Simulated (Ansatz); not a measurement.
# ZrS (rocksalt): bands and what follows from them

Aim: the bands of ZrS (rocksalt) near the Fermi level, with what follows from them: the Fermi surface and transport coefficients.

Program: Ansatz 0.2.0. Level of theory: DFT PBEsol, scalar-relativistic, plane waves, PAW. These are calculated values, not measurements.

3 further runs of the same task are left out: 3 set aside as unsound or not needed.

### Step 1. The structure to begin with

It takes space group Fm-3m (No. 225, cubic). Conventional cell: a = 5.250 Å, b = 5.250 Å, c = 5.250 Å, α = 90.00°, β = 90.00°, γ = 90.00°. Zr (site symmetry m-3m) has 6 S at 2.63 Å in its first shell of neighbours. S (site symmetry m-3m) is surrounded by 6 Zr at 2.63 Å.

Coordinates:

```cif
data_structure
_symmetry_space_group_name_H-M 'P 1'
_symmetry_Int_Tables_number 1
_cell_length_a 3.7123
_cell_length_b 3.7123
_cell_length_c 3.7123
_cell_angle_alpha 60.000
_cell_angle_beta 60.000
_cell_angle_gamma 60.000
_cell_volume 36.18
loop_
_atom_site_label
_atom_site_type_symbol
_atom_site_fract_x
_atom_site_fract_y
_atom_site_fract_z
_atom_site_occupancy
Zr1 Zr 0.50000 0.50000 0.50000 1
S1 S 0.00000 0.00000 0.00000 1
```

The cell is the measured one, not relaxed. An earlier run on this cell at PBEsol gave -6.54 GPa at 18.088 Å³/atom (12×12×12 mesh), metallic. The cell is stretched at this level.

### Step 2. Bands on a fine mesh, Fermi surface

Input file input.yaml:

```yaml
crystal:
  lattice:
    - [0.0, 2.6250004535, 2.6250004535]
    - [2.6250004535, 0.0, 2.6250004535]
    - [2.6250004535, 2.6250004535, 0.0]
  atoms:
    - { symbol: Zr, position: [0.5, 0.5, 0.5] }
    - { symbol: S, position: [0.0, 0.0, 0.0] }
basis:
  ecutwfc: 420
  ecutrho_ratio: 4
kpoints:
  mp_grid: { grid: [12, 12, 12] }
hamiltonian:
  xc: pbesol
scf:
  occupations: { method: gaussian, width: 0.05 }
output:
  forces: true
  stress: true
  eigenvalues: true
  eigenstates:
    nscf_kmesh: { grid: [20, 20, 20] }
    de_dk: true
    e_range: [-2.5, 2.5]
  write_density: true
  write_potential: true
  elf: true
  volumetric_format: npy
```

On the command line:

```sh
$ ansatz run input.yaml --threads 4 --pin off --max-ram 9216MiB --backend cpu --events-out ev --progress --plain --runs-dir out
```

The program printed:

```text
Warning: RAYON_NUM_THREADS=4 ignored (pool sized by the plan → 4); use --threads N
Engine: ansatz 0.2.0, x86_64-unknown-linux-gnu
Pseudopotentials: kind: paw
Pseudopotential: Zr, paw, valence charge 12, recommended cutoff 420 eV (normal), Zr.paw.azcp
Pseudopotential: S, paw, valence charge 6, recommended cutoff 420 eV (normal), S.paw.azcp
Functional definition: PBEsol
  exchange = pbesol_x
  correlation = pbesol_c
Crystal: 2 atoms, lattice volume = 36.176 Å³
Basis set: ecut = 420 eV, 725 PW (Γ), exchange–correlation on 50×50×50 points (8 copies of the dense FFT grid, shifted against one another)
Bands: 13, of which v1, the nominal top of the filled ones, is band 9 counted from 1 (8 counted from 0)
Symmetry: 48 space group operations
Space group: Fm-3m (ITA 225), of the structure as read, at distance tolerance 3.3e-5 Å
k-points: 72 of 1728
Non-local potential: Zr, projectors of the file, l = 0: 3, l = 1: 2, l = 2: 2, l = 3: 2
Non-local potential: S, projectors of the file, l = 0: 2, l = 1: 2, l = 2: 2
PAW form: soft (Blöchl's): semilocal exchange-correlation on the pseudo side does not see the compensation charge
PAW frozen core: Zr, regenerated for the run's functional, and the local potential with it (the file was generated under x = pbe(κ = 0.804, μ = 0.2195149727645171), c = pbe(β = 0.06672455060314922))
PAW frozen core: S, regenerated for the run's functional, and the local potential with it (the file was generated under x = pbe(κ = 0.804, μ = 0.2195149727645171), c = pbe(β = 0.06672455060314922))
PAW one-centre angular grid: Zr, 590 points (default); XC on 64 Gauss nodes
PAW one-centre angular grid: S, 110 points (default); XC on 64 Gauss nodes
Initial density: superposition of atomic densities (neutral atoms: chi_scale 0, normalization atom), corrected by the library's trained network
Initial wavefunctions: pseudopotential atomic-orbital guess
Functional: x = pbesol(κ = 0.804, μ = 0.12345679012345678), c = pbesol(β = 0.046)
SCF iter   1: F=—  HF=-5016.569879 eV  |F-HF|=—  |Δ(HF+E_count)|=         —  Δρ=4.15e-3  dr2=7.97e-3  ethr=1.77e-3  ⟨swp⟩=5.4  Hψ=11739  notcnv=0
automatic band count: the SCF goes on with 17 bands, as 13 were too few: the levels above may hold too much charge
preconditioner: auto → Kerker (q_TF=auto, 2.429 Å⁻¹)  [metal: Δε(μ)=0.035 eV  Ē_g=11.384 eV  σ=0.050 eV  W_gap=0.38  n_scr=14 (ndim 8)  ℏωp=19.5 eV  f_vac=0.000  D(μ)=1.71/eV (n_scr^D=14)]
SCF iter   2: F=—  HF=-5016.566437 eV  |F-HF|=—  |Δ(HF+E_count)|=   3.44e-3  Δρ=2.60e-3  dr2=2.99e-3  ethr=4.43e-5  ⟨swp⟩=1.3  Hψ=1863  notcnv=0  defer=45
SCF iter   3: F=—  HF=-5016.565595 eV  |F-HF|=—  |Δ(HF+E_count)|=   8.42e-4  Δρ=4.68e-4  dr2=4.55e-5  ethr=1.66e-5  ⟨swp⟩=2.1  Hψ=1456  notcnv=0  defer=45
SCF iter   4: F=—  HF=-5016.565581 eV  |F-HF|=—  |Δ(HF+E_count)|=   1.46e-5  Δρ=1.65e-4  dr2=8.11e-6  ethr=2.53e-7  ⟨swp⟩=2.7  Hψ=1636  notcnv=0  defer=45
SCF iter   5: F=—  HF=-5016.565580 eV  |F-HF|=—  |Δ(HF+E_count)|=   6.70e-7  Δρ=4.08e-5  dr2=6.02e-7  ethr=4.50e-8  ⟨swp⟩=1.0  Hψ=1022  notcnv=0  defer=45
SCF iter   6: F=—  HF=-5016.565580 eV  |F-HF|=—  |Δ(HF+E_count)|=   3.10e-7  Δρ=1.00e-5  dr2=5.11e-8  ethr=3.35e-9  ⟨swp⟩=1.2  Hψ=1042  notcnv=0  defer=45
SCF iter   7: F=—  HF=-5016.565580 eV  |F-HF|=—  |Δ(HF+E_count)|=   1.49e-8  Δρ=1.19e-6  dr2=4.32e-10  ethr=2.84e-10  ⟨swp⟩=2.5  Hψ=1530  notcnv=0  defer=45
SCF iter   8: F=-5016.565580 eV  HF=-5016.565580 eV  |F-HF|=9.09e-13  |Δ(HF+E_count)|=  3.73e-11  Δρ=1.72e-7  dr2=9.25e-12  ethr=1.00e-12  ⟨swp⟩=7.5  Hψ=6565  notcnv=0
SCF 1 converged in 8 iterations: F = -5016.565580 eV  dr2 = 9.25e-12
NSCF: frozen V_eff on 256 k-points
SCF converged after 8 iterations
Free energy (F): -5016.565580 eV
Harris-Foulkes:  -5016.565580 eV  (|F-HF|=9.09e-13)
Internal energy: -5016.563322 eV  (E = F + TS)
E sigma→0 (E₀):  -5016.564451 eV
Entropy (-TS):   -0.002258 eV (-1.129 meV/atom)
Fermi energy:    14.451524 eV
--- Per-component energies (eV) ---
  E_band       = -73.961393
  E_kinetic    = 443.628633
  E_local      = -699.982110  (includes V_loc(G=0)·N_el)
  E_nonlocal   = 109.523564
  E_hartree    = 219.903850
  E_xc         = -258.543153
  E_vxc        = -280.425287  (∫ρ·V_xc dr)
  E_paw        = -3484.342566  (= ΣΔE_a)
  E_vpaw       = -86.513977  (= ΣTr[D̂ρ^β])
  E_aug_tail   = 0.000025  (compensation charges beyond the density's cutoff)
  E_ewald      = -1346.979234
  E_core_change = 0.227670  (= ΣΔE_core)
  E_smearing   = -0.002258  (= −TS)
  E_closure    = -0.000000  (closes the sum)
  Σ components = -5016.565580   (vs F -5016.565580, Δ=0.00e0)
--- Forces (eV/Å), atoms counted from 1 ---
  atom   1  Zr     0.00000000    -0.00000000    -0.00000000
  atom   2  S     -0.00000000     0.00000000     0.00000000
  max |Σ_I F_I| component: 4.29e-29 eV/Å
--- Stress (GPa, compression-positive) ---
       -6.541295       0.000000      -0.000000
        0.000000      -6.541295      -0.000000
       -0.000000       0.000000      -6.541295
  P = ⅓ Tr σ = -6.5413 GPa (-65.413 kbar)
--- Band table (eV; the first three rows and the last of 72) ---
  k-point 0: bands = ["-35.4034", "-13.3952", "-13.3952", "-13.3952", "-1.3442", "10.9687", "10.9687", "10.9687", "13.1157", "13.1157", "13.1157", "13.7870", "13.7870", "16.2679", "21.6034", "26.6227", "26.6227"]
  k-point 1: bands = ["-35.4016", "-13.4197", "-13.3973", "-13.3973", "-1.2557", "10.4382", "10.6237", "10.6237", "13.2724", "13.2724", "13.3144", "14.2473", "14.2473", "16.6757", "21.8958", "26.0451", "26.2841"]
  k-point 2: bands = ["-35.3968", "-13.4857", "-13.4030", "-13.4030", "-1.0059", "9.3824", "9.9774", "9.9774", "13.6203", "13.6509", "13.6509", "15.3146", "15.3146", "17.6465", "22.4901", "25.1363", "25.2811"]
  k-point 71: bands = ["-35.3688", "-13.5866", "-13.5866", "-13.5205", "-0.1852", "8.3660", "8.5667", "8.5667", "14.5030", "14.5030", "16.2258", "16.8174", "16.8595", "22.0684", "22.5757", "22.5757", "22.8047"]
--- Fermi surface from the table of eigenstates, both spin states counted (twice the sheets' area in a run without spin) ---
  How far the three rows differ hints at the mesh's error and does not bound it.
  reading                E - E_F (eV)   area (Å⁻²)  resistivity times mean free path along x, y, z (Ω·m²), under one mean free path over the surface
  by tetrahedra                0.0176       52.008  5.8782e-16  5.8782e-16  5.8782e-16
  by the states' slopes  not read: the table lacks a row of a band that the level cuts (widen output.eigenstates.e_range, raise output.eigenstates.top_band)
  on every second point        0.0034       44.929  6.8044e-16  6.8044e-16  6.8044e-16
```

It took 1.6 s on 4 threads of Intel Xeon 6975P-C (Granite Rapids), shared host; peak memory 0.41 GiB.

This gives: volume 18.088 Å³/atom, pressure -6.54 GPa, metallic.

Bands that cross the Fermi level on the 20×20×20 mesh (edges cut at 2.5 eV from it):

| spin | band | lowest (eV) | highest (eV) |
| --- | --- | --- | --- |
| both | 9 | -2.45 | 1.49 |
| both | 10 | -1.34 | 1.90 |
| both | 11 | -1.34 | 2.39 |
| both | 12 | -0.66 | 2.46 |
| both | 13 | -0.66 | 2.48 |

The maps below are laid out on this run's own conventional cell (a, b, c = 5.250, 5.250, 5.250 Å).

Density in a lattice plane of the grid's cell (edges 5.25 and 5.25 Å, at 0.000 of the third edge), which holds Zr and S.

Ten even steps from '0' (-0.03 e/Å³) to '9' (3.93 e/Å³):
```
122211012599999521011222
222210001368886310001222
221100000123432100000112
111000000001110000000011
000000000000000000000000
110000000011111000000001
432100000112221100000123
886310001222222210001368
999521011222122211012599
689621012221012221012698
999521011222122211012599
886310001222222210001368
432100000112221100000123
110000000011111000000001
000000000000000000000000
111000000001110000000011
221100000123432100000112
222210001368886310001222
122211012599999521011222
012221012698689621012221
```
Columns run along the first of these edges and rows up along the second, over one cell in 24 and 20 even steps from the bottom left corner. Atoms in the plane (fractional): Zr at (0.00, 0.50), Zr at (0.50, 0.00), S at (0.00, 0.00), S at (0.50, 0.50).

ELF in the same plane.

Ten even steps from '0' (0.02) to '9' (0.83):
```
137997325896369852379973
789996313799899731369998
999975211367776311257999
887653211112221111235678
333222222233333222222233
221111235678887653211112
776311257999999975211367
899731369998789996313799
369852379973137997325896
028962379950005997326982
369852379973137997325896
899731369998789996313799
776311257999999975211367
221111235678887653211112
333222222233333222222233
887653211112221111235678
999975211367776311257999
789996313799899731369998
137997325896369852379973
005997326982028962379950
```
Columns run along the first of these edges and rows up along the second, over one cell in 24 and 20 even steps from the bottom left corner. Atoms in the plane (fractional): Zr at (0.00, 0.50), Zr at (0.50, 0.00), S at (0.00, 0.00), S at (0.50, 0.50).

Both are smooth fields of the valence electrons: close to the nuclei they are not physical.

Outside the cores ELF peaks at 0.84 in the shell around S, 0.8 Å from S.

### Step 3. States of the whole zone by energy, transport at constant relaxation time

Changes to input.yaml since step 2:

```diff
@@ -21,9 +21,2 @@
   eigenvalues: true
-  eigenstates:
-    nscf_kmesh: { grid: [20, 20, 20] }
-    de_dk: true
-    e_range: [-2.5, 2.5]
-  write_density: true
-  write_potential: true
-  elf: true
-  volumetric_format: npy
+  states_by_energy: { minimum_broadening: 0.025 }
```

On the command line:

```sh
$ ansatz run input.yaml --threads 4 --pin off --max-ram 9216MiB --backend cpu --events-out ev --progress --plain --runs-dir out
```

The program printed:

```text
Warning: RAYON_NUM_THREADS=4 ignored (pool sized by the plan → 4); use --threads N
[... 7 set-up lines as earlier in the session ...]
Crystal: 2 atoms, lattice volume = 36.176 Å³
Basis set: ecut = 420 eV, 725 PW (Γ), exchange–correlation on 50×50×50 points (8 copies of the dense FFT grid, shifted against one another)
Bands: 13, of which v1, the nominal top of the filled ones, is band 9 counted from 1 (8 counted from 0)
[... 2 set-up lines as earlier in the session ...]
k-points: 72 of 1728
[... 10 set-up lines as earlier in the session ...]
SCF iter   1: F=—  HF=-5016.569879 eV  |F-HF|=—  |Δ(HF+E_count)|=         —  Δρ=4.15e-3  dr2=7.97e-3  ethr=1.77e-3  ⟨swp⟩=5.4  Hψ=11739  notcnv=0
automatic band count: the SCF goes on with 17 bands, as 13 were too few: the levels above may hold too much charge
preconditioner: auto → Kerker (q_TF=auto, 2.429 Å⁻¹)  [metal: Δε(μ)=0.035 eV  Ē_g=11.384 eV  σ=0.050 eV  W_gap=0.38  n_scr=14 (ndim 8)  ℏωp=19.5 eV  f_vac=0.000  D(μ)=1.71/eV (n_scr^D=14)]
SCF iter   2: F=—  HF=-5016.566437 eV  |F-HF|=—  |Δ(HF+E_count)|=   3.44e-3  Δρ=2.60e-3  dr2=2.99e-3  ethr=4.43e-5  ⟨swp⟩=1.3  Hψ=1863  notcnv=0  defer=45
SCF iter   3: F=—  HF=-5016.565595 eV  |F-HF|=—  |Δ(HF+E_count)|=   8.42e-4  Δρ=4.68e-4  dr2=4.55e-5  ethr=1.66e-5  ⟨swp⟩=2.1  Hψ=1456  notcnv=0  defer=45
SCF iter   4: F=—  HF=-5016.565580 eV  |F-HF|=—  |Δ(HF+E_count)|=   1.55e-5  Δρ=1.65e-4  dr2=8.11e-6  ethr=2.53e-7  ⟨swp⟩=2.7  Hψ=1636  notcnv=0  defer=45
SCF iter   5: F=—  HF=-5016.565580 eV  |F-HF|=—  |Δ(HF+E_count)|=   5.98e-8  Δρ=4.08e-5  dr2=6.02e-7  ethr=4.50e-8  ⟨swp⟩=1.0  Hψ=1022  notcnv=0  defer=45
SCF iter   6: F=-5016.565580 eV  HF=-5016.565580 eV  |F-HF|=2.64e-8  |Δ(HF+E_count)|=  7.98e-10  Δρ=9.88e-6  dr2=4.94e-8  ethr=5.56e-10  ⟨swp⟩=7.4  Hψ=5280  notcnv=0
SCF 1 converged in 6 iterations: F = -5016.565580 eV  dr2 = 4.94e-8
NSCF: frozen V_eff on 8 k-points
SCF converged after 6 iterations
Free energy (F): -5016.565580 eV
Harris-Foulkes:  -5016.565580 eV  (|F-HF|=2.64e-8)
Internal energy: -5016.563322 eV  (E = F + TS)
E sigma→0 (E₀):  -5016.564451 eV
Entropy (-TS):   -0.002258 eV (-1.129 meV/atom)
Fermi energy:    14.451610 eV
--- Per-component energies (eV) ---
  E_band       = -73.958544
  E_kinetic    = 443.626774
  E_local      = -699.978782  (includes V_loc(G=0)·N_el)
  E_nonlocal   = 109.522899
  E_hartree    = 219.902273
  E_xc         = -258.542695
  E_vxc        = -280.424743  (∫ρ·V_xc dr)
  E_paw        = -3484.342252  (= ΣΔE_a)
  E_vpaw       = -86.513602  (= ΣTr[D̂ρ^β])
  E_aug_tail   = 0.000025  (compensation charges beyond the density's cutoff)
  E_ewald      = -1346.979234
  E_core_change = 0.227670  (= ΣΔE_core)
  E_smearing   = -0.002258  (= −TS)
  E_closure    = 0.000000  (closes the sum)
  Σ components = -5016.565580   (vs F -5016.565580, Δ=0.00e0)
--- Forces (eV/Å), atoms counted from 1 ---
  atom   1  Zr     0.00000000     0.00000000     0.00000000
  atom   2  S     -0.00000000    -0.00000000    -0.00000000
  max |Σ_I F_I| component: 3.17e-29 eV/Å
--- Stress (GPa, compression-positive) ---
       -6.541125       0.000000       0.000000
        0.000000      -6.541125      -0.000000
        0.000000       0.000000      -6.541125
  P = ⅓ Tr σ = -6.5411 GPa (-65.411 kbar)
--- Band table (eV; the first three rows and the last of 72) ---
  k-point 0: bands = ["-35.4031", "-13.3950", "-13.3950", "-13.3950", "-1.3440", "10.9688", "10.9688", "10.9688", "13.1158", "13.1158", "13.1158", "13.7871", "13.7871", "16.2680", "21.6034", "26.6229", "26.6229"]
  k-point 1: bands = ["-35.4014", "-13.4195", "-13.3971", "-13.3971", "-1.2555", "10.4384", "10.6238", "10.6238", "13.2724", "13.2724", "13.3144", "14.2474", "14.2474", "16.6758", "21.8958", "26.0452", "26.2843"]
  k-point 2: bands = ["-35.3966", "-13.4855", "-13.4027", "-13.4027", "-1.0057", "9.3825", "9.9775", "9.9775", "13.6204", "13.6510", "13.6510", "15.3147", "15.3147", "17.6466", "22.4901", "25.1363", "25.2812"]
  k-point 71: bands = ["-35.3685", "-13.5864", "-13.5864", "-13.5203", "-0.1851", "8.3661", "8.5668", "8.5668", "14.5030", "14.5030", "16.2259", "16.8175", "16.8596", "22.0686", "22.5758", "22.5758", "22.8048"]
```

It took 57 s on 4 threads of Intel Xeon 6975P-C (Granite Rapids), shared host; peak memory 1.2 GiB.

In short: volume 18.088 Å³/atom, pressure -6.54 GPa, no gap.

A script then sums the file of states by energy over Fermi windows, for rigid-band transport at a constant relaxation time τ. Negative carriers are holes, and the chemical potential counts from the run's Fermi level:

| T (K) | electrons added (10¹⁹ cm⁻³) | chemical potential (eV) | σ/τ xx (10²⁰/Ω m s) | Seebeck xx (μV/K) | Lorenz xx (10⁻⁸ V²/K²) |
| --- | --- | --- | --- | --- | --- |
| 300 | 0 | 0.022 | 15.6 | -1 | 2.42 |
| 300 | 1 | 0.023 | 15.6 | -1 | 2.42 |
| 300 | -1 | 0.022 | 15.6 | -1 | 2.42 |
| 300 | 10 | 0.025 | 15.6 | -1 | 2.42 |
| 300 | -10 | 0.020 | 15.6 | -1 | 2.42 |
| 300 | 100 | 0.049 | 15.6 | -1 | 2.42 |
| 300 | -100 | -0.005 | 15.5 | -2 | 2.42 |
| 600 | 0 | 0.021 | 15.5 | -3 | 2.40 |
| 600 | 1 | 0.021 | 15.5 | -3 | 2.40 |
| 600 | -1 | 0.020 | 15.5 | -3 | 2.40 |
| 600 | 10 | 0.023 | 15.5 | -3 | 2.40 |
| 600 | -10 | 0.018 | 15.5 | -3 | 2.40 |
| 600 | 100 | 0.047 | 15.5 | -2 | 2.41 |
| 600 | -100 | -0.006 | 15.4 | -3 | 2.40 |
| 900 | 0 | 0.018 | 15.4 | -5 | 2.39 |
| 900 | 1 | 0.018 | 15.4 | -5 | 2.39 |
| 900 | -1 | 0.018 | 15.4 | -5 | 2.39 |
| 900 | 10 | 0.021 | 15.4 | -5 | 2.39 |
| 900 | -10 | 0.015 | 15.4 | -5 | 2.39 |
| 900 | 100 | 0.045 | 15.4 | -4 | 2.40 |
| 900 | -100 | -0.009 | 15.3 | -5 | 2.39 |

### Step 4. Outcome

| quantity | value |
| --- | --- |
| Fermi-surface area, spins summed | 52.01 Å⁻² |
| resistivity × mean free path, xx and zz | 0.59, 0.59 × 10⁻¹⁵ Ω m² |
| largest S²σ/τ along x | at 900 K with 100 × 10¹⁹ cm⁻³ holes, S = -5 μV/K |

**Reading.** On the fine mesh the Fermi surface has sheets from 5 bands. Among the cases computed, S²σ/τ along x is largest at 900 K for hole doping of 100 × 10¹⁹ cm⁻³. That is the edge of the range tried, not a located peak.
